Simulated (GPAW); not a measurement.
**UBLYP-D3(BJ)/real-space grid (scalar-relativistic datasets) run of SiHOF2 (SMILES [O][SiH](F)F)**

Aim: a structure relaxation of SiHOF2. Input form: an ASE script.

The results are computed with GPAW 26.7.0.

2 further runs of the same task are left out: 1 that didn't finish, 1 set aside as unsound or not needed. Runs told in other sessions of the task aren't counted.

**1. Starting point**

SiHOF2: 5 atoms, total charge 0, spin state doublet. As SMILES, `[O][SiH](F)F`. All atoms were displaced at random from a relaxed shape. The run starts from this shape.

Bond lengths: O1–Si2 1.474 Å, Si2–F3 1.567 Å, Si2–F4 1.707 Å, Si2–H5 1.635 Å. Angles: O1–Si2–F3 123.4°, O1–Si2–F4 127.6°, F3–Si2–F4 102.7°, O1–Si2–H5 93.2°, F3–Si2–H5 103.5°, F4–Si2–H5 99.5°.

**2. A geometry optimisation at UBLYP-D3(BJ)/real-space grid (scalar-relativistic datasets)**

Input file run.py:

```python
from ase.calculators.mixing import SumCalculator
from ase.io import write
from ase.io.zmatrix import parse_zmatrix
from ase.optimize import BFGS
from dftd3.ase import DFTD3
from gpaw import GPAW, setup_paths
from gpaw.atom.configurations import parameters
from gpaw.atom.generator import Generator

# Set up the molecule
zmat = """
O
Si 1 r2
F 2 r3 1 a3
F 2 r4 1 a4 3 d4
H 2 r5 1 a5 3 d5
"""
values = dict(r2=1.47425, r3=1.566696, a3=123.35185, r4=1.707198, a4=127.57255, d4=146.9361, r5=1.634935, a5=93.15306, d5=-108.49102)
mol = parse_zmatrix(zmat, defs=values)
mol.center(vacuum=5.0)
mol.set_initial_magnetic_moments([0.25, 0.25, 0.25, 0.25, 0.0])

# Generate the setups first
for symbol in ['F', 'H', 'O', 'Si']:
    Generator(symbol, xcname='BLYP', scalarrel=True, nofiles=True, txt=None).run(**parameters[symbol])
setup_paths.insert(0, '.')

# Ground state
dft = GPAW(mode='fd',
           h=0.16,
           xc='BLYP',
           occupations={'name': 'fermi-dirac', 'width': 0.0, 'fixmagmom': True},
           eigensolver='davidson',
           maxiter=100,
           symmetry='off',
           txt='-')
mol.calc = SumCalculator([DFTD3(method='BLYP', damping='d3bj'), dft])

opt = BFGS(mol, trajectory='mol.traj')
converged = opt.run(fmax=0.05, steps=100)
print('Converged:', converged)
print(f'Final energy: {mol.get_potential_energy():.5f} eV')
print(f'r(Si1-O0) = {mol.get_distance(1, 0):.4f} Ang')
print(f'r(F3-Si1) = {mol.get_distance(3, 1):.4f} Ang')
write('relaxed.xyz', mol)
```

Run with:

```
$ OMP_NUM_THREADS=1 python run.py
```

The log of the run:

```text
[...]
Number of symmetries: 1
[...]
  Number of IBZ points: 1
[...]
Spin-components: 2 (collinear spins)
Bands:           17
[...]
  Valence electrons: 25.0
[...]
  Grid points: [80 76 76]
  Charge: 0.0  # |e|
[...]
    cutoffs:
[...]
occupation numbers:
  Fixed magnetic moment: 1.000
[...]
xc functional:
  name: BLYP with 2 nearest neighbor stencil
[...]
|iter     |     time |      energy | eigst |  dens |  magmom |
[...]
|iter:   1| 00:00:06 |  -26.761294 | +1.08 |       |  +0.9970|
[...]
Converged in 19 steps
[...]
dipole moment: (0.076947, 0.038017, -0.143046)  # |e|*Ang
Total magnetic moment: (0.000000, 0.000000, 1.000000)
[...]
Converged in 19 steps
[...]
Converged in 8 steps
[...]
Converged in 11 steps
[...]
Converged in 14 steps
[...]
|iter:  11| 00:20:40 |  -24.988158c| -7.41c| -5.27c|  +1.0000|
Converged in 11 steps
[...]
Energy contributions relative to reference atoms: (reference = -15379.560081)
Energy contributions:
  Kinetic:          26.989271
  Coulomb:         -27.944338
  Zero:              0.447229
  External:          0.000000
  Xc:              -24.480321
  Entropy:           0.000000
  Spinorbit:         0.000000
  ----------------------------
  Free energy:     -24.988158
  Extrapolated:    -24.988158
[...]
Total magnetic moment: (0.000000, 0.000000, 1.000000)
Local magnetic moments
|        x |        y |        z |
|----------|----------|----------|
| 0.000000 | 0.000000 | 0.488855 |  # O    0
| 0.000000 | 0.000000 | 0.007369 |  # Si   1
| 0.000000 | 0.000000 | 0.005101 |  # F    2
| 0.000000 | 0.000000 | 0.004868 |  # F    3
| 0.000000 | 0.000000 | 0.035047 |  # H    4
Fermi levels: -4.126, -7.890
Eigenvalues  # (at kpt = [0.000, 0.000, 0.000])
| band index |      eig [eV] | occ [0-1] |      eig [eV] | occ [0-1] |
|------------|---------------|-----------|---------------|-----------|
|          0 |       -30.515 |     1.000 |       -30.501 |     1.000 |
|        ... |               |           |               |           |
|          5 |       -12.211 |     1.000 |       -11.956 |     1.000 |
|          6 |       -11.602 |     1.000 |       -11.503 |     1.000 |
|          7 |       -10.932 |     1.000 |       -10.784 |     1.000 |
|          8 |       -10.794 |     1.000 |       -10.522 |     1.000 |
|          9 |       -10.469 |     1.000 |       -10.454 |     1.000 |
|         10 |       -10.054 |     1.000 |        -9.307 |     1.000 |
|         11 |        -9.423 |     1.000 |        -8.332 |     1.000 |
|         12 |        -8.815 |     1.000 |        -7.447 |     0.000 |
|         13 |        -0.805 |     0.000 |        -0.679 |     0.000 |
|         14 |        -0.348 |     0.000 |        -0.306 |     0.000 |
[...]
Gap: 6.643 eV
Transition (v -> c):
[...]
Forces  # eV/Ang
|        x |        y |        z |
|----------|----------|----------|
|  0.01186 |  0.00537 | -0.00571 |  # O    0
|  0.00725 | -0.01307 |  0.00706 |  # Si   1
| -0.02285 | -0.01188 | -0.01212 |  # F    2
|  0.00182 |  0.00720 |  0.00480 |  # F    3
|  0.00023 | -0.00732 | -0.00064 |  # H    4
Force computation time: 0.152  # s
BFGS:   22 hh:mm:ss      -25.132209        0.037188
Converged: True
Final energy: -25.13221 eV
r(Si1-O0) = 1.6550 Ang
r(F3-Si1) = 1.6098 Ang
```

It took 21 min on 1 thread of Arm Neoverse V2, shared host; peak memory 1.7 GiB.

Step by step:

```
step  energy from the first frame kept (eV)  largest force (eV/Å)
   0                                 0.0000                8.2152
   1                                -0.5212                3.8531
   2                                -0.6814                1.7346
   3                                -0.7494                0.9130
   4                                -0.7723                0.6877
   5                                -0.7938                0.6262
   6                                -0.8039                0.4830
   7                                -0.8141                0.2919
   8                                -0.8183                0.1699
   9                                -0.8196                0.1290
  10                                -0.8212                0.1757
  11                                -0.8229                0.2293
  12                                -0.8251                0.1874
  13                                -0.8259                0.1131
  14                                -0.8264                0.0563
  15                                -0.8265                0.0699
  16                                -0.8271                0.0958
  17                                -0.8275                0.0828
  18                                -0.8277                0.0565
  19                                -0.8277                0.0557
  20                                -0.8279                0.0592
  21                                -0.8281                0.0548
  22                                -0.8281                0.0372
```

After the run. Bond lengths: O1–Si2 1.655 Å, Si2–F3 1.609 Å, Si2–F4 1.610 Å, Si2–H5 1.488 Å. Angles: O1–Si2–F3 114.4°, O1–Si2–F4 114.3°, F3–Si2–F4 105.5°, O1–Si2–H5 99.9°, F3–Si2–H5 111.5°, F4–Si2–H5 111.4°.

**3. Results**

At UBLYP-D3(BJ)/real-space grid (scalar-relativistic datasets):

| quantity | value |
| --- | --- |
| energy as printed (from the program's reference atoms) | -25.1322 eV |
| dipole moment | 1.24 D |
| HOMO energy (highest over α and β) | -8.33 eV |
| LUMO energy (lowest over α and β) | -7.45 eV |
| dispersion energy | -13.90 kJ/mol |

**Reading.** At the final geometry: Bond lengths: O1–Si2 1.655 Å, Si2–F3 1.609 Å, Si2–F4 1.610 Å, Si2–H5 1.488 Å. Angles: O1–Si2–F3 114.4°, O1–Si2–F4 114.3°, F3–Si2–F4 105.5°, O1–Si2–H5 99.9°, F3–Si2–H5 111.5°, F4–Si2–H5 111.4°. The optimisation took 22 steps and changed the energy by -0.828 eV.
